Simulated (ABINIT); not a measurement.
Set up this calculation in ABINIT 10.8.3 (patched build), as the native input.

* Task: single point
* Functional: PBE
* Potentials or basis: JTH PAW PBE v2.0
* Cutoff: 544 eV
* k mesh: 6 × 5 × 5
* Occupations: fermi-dirac, width 0.05 eV
* Spin: no spin polarisation
* Fine-grid cutoff: 1088.46 eV

The structure of PBr lies in POSCAR:

```
PBr
1.0
    4.9385630000      0.0000000000      0.0000000000
   -2.0623900000      5.1944970000      0.0000000000
   -0.6967810000     -0.6537650000      6.2332560000
Br P
2 2
Direct
    0.6657980000      0.8550130000      0.2427560000  Br
    0.3342020000      0.1449870000      0.7572440000  Br
    0.6407200000      0.4997570000      0.6318710000  P
    0.3592800000      0.5002430000      0.3681290000  P
```

The cell comes from a database or a generator and needn't be the stable form of this composition.

One way to write it, as run:

run.abi

```
pp_dirpath "./"
pseudos "Br.GGA_PBE-JTH.xml, P.GGA_PBE-JTH.xml"

structure "poscar:POSCAR"
natom 4
chkprim 0
chksymtnons 0
tolsym 1.0e-6

ecut 20.0
pawecutdg 40.0
pawxcdev 0

kptopt 1
ngkpt 6 5 5
nshiftk 1
shiftk 0.0 0.0 0.0

ixc 11

nband 16
occopt 3
tsmear 0.05 eV

nstep 100
tolvrs 1.0e-9

iomode 3
prtwf 0
prtden 0
prteig 0
prtebands 0
```

Potentials or basis: JTH PAW PBE v2.0.

The run is started by

```bash
$ abinit run.abi > log 2>&1
```

It gave:

- Pressure: 0.1 GPa
- Largest force: 0.082 eV/Å
- Band gap on the k mesh: 1.48 eV, direct
- Valence electrons inside the program's atomic spheres: Br 4.92; P 1.55

Caveat: an odd mesh through Γ misses points on the zone boundary, where band edges often lie.

Run time: 2.7 min on 1 thread of Arm Neoverse V2, with other jobs on the host, peak memory 0.28 GiB.
